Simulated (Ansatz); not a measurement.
## BrSb: a scan of the bond length, step by step

Program: Ansatz's Python interface.

Run as a notebook:

**Cell 1**
```python
import ansatz as az
from ase.data import atomic_masses, atomic_numbers
import matplotlib.pyplot as plt
import numpy as np

GEOMETRY = '''
Sb    0.00000    0.00000    0.00000
Br    0.00000    0.00000    2.48000
'''
```

**Cell 2**
```python
mol = az.Crystal.molecule()
for line in GEOMETRY.strip().splitlines():
    symbol, *xyz = line.split()
    mol = mol.atom(symbol, [float(v) for v in xyz])
```

**Cell 3**
```python
symbols = [site.symbol for site in mol.cartesian_sites]
start = np.array([site.position_ang for site in mol.cartesian_sites])
axis = (start[1] - start[0]) / np.linalg.norm(start[1] - start[0])
moving = [1]
lengths, energies = [2.182, 2.282, 2.381, 2.48, 2.579, 2.678, 2.778, 2.926], []
for length in lengths:
    xyz = start.copy()
    xyz[moving] += (length - np.linalg.norm(start[1] - start[0])) * axis
    point = az.Crystal.molecule()
    for symbol, place in zip(symbols, xyz):
        point = point.atom(symbol, place.tolist())
    job = (
        point.calculation()
        .basis(gaussian='def2-SVP')
        .functional('cam_b3lyp')
        .spin('collinear', total=2)
        .scf(lower_state_search='off')
    )
    report = job.run().report
    energies.append(report['free_energy_ev'])
    print(f'r = {length:6.3f} A  E = {energies[-1]:.5f} eV  <S^2> = {abs(report["mean_field"]["state"]["spin_squared"]):.3f}')

# quartic fit about the minimum
fit = np.polynomial.Polynomial.fit(lengths, np.array(energies) - min(energies), 4).convert()
roots = [r.real for r in fit.deriv().roots() if abs(r.imag) < 1e-9 and fit.deriv(2)(r.real) > 0]
r_e = min(roots, key=lambda r: abs(r - lengths[int(np.argmin(energies))]))
print(f'minimum of the fit at {r_e:.4f} A, force constant {fit.deriv(2)(r_e):.2f} eV/A^2')
m1, m2 = (atomic_masses[atomic_numbers[s]] for s in symbols)
mu = m1 * m2 / (m1 + m2)
print(f'harmonic wavenumber {521.4709 * np.sqrt(fit.deriv(2)(r_e) / mu):.0f} 1/cm, rotational constant {16.857629 / (mu * r_e ** 2):.4f} 1/cm')
plt.figure(figsize=(4.5, 3))
plt.plot(lengths, np.array(energies) - min(energies), 'o-')
plt.xlabel('bond length (A)')
plt.ylabel('E - E(min) (eV)')
plt.tight_layout()
plt.savefig('scan.png', dpi=100)
```
Output:
```text
r =  2.182 A  E = -76577.71956 eV  <S^2> = 2.004
r =  2.282 A  E = -76578.33060 eV  <S^2> = 2.004
r =  2.381 A  E = -76578.64765 eV  <S^2> = 2.004
r =  2.480 A  E = -76578.76615 eV  <S^2> = 2.004
r =  2.579 A  E = -76578.74835 eV  <S^2> = 2.004
r =  2.678 A  E = -76578.63890 eV  <S^2> = 2.005
r =  2.778 A  E = -76578.46782 eV  <S^2> = 2.006
r =  2.926 A  E = -76578.15148 eV  <S^2> = 2.011
minimum of the fit at 2.5106 A, force constant 12.30 eV/A^2
harmonic wavenumber 263 1/cm, rotational constant 0.0554 1/cm
```

The lowest point is at 2.480 Å. At the shortest distance (2.18 Å) the energy is 1.05 eV higher, at the longest (2.93 Å) 0.61 eV.

Reading the output:
- The settings weren't tested for convergence.
- The basis set is modest, and single-reference methods fail as a bond breaks.
- def2 sets replace the cores of elements past krypton by effective core potentials.
- The run takes the species as open-shell (spin multiplicity 3), which needn't be its ground state.
- Spin-orbit coupling of the heavy open-shell atom is left out.
- The spin state was assumed, and another may lie lower.
- Run time: 13 s on 1 thread of Arm Neoverse V2 (shared host), peak memory 0.23 GiB.
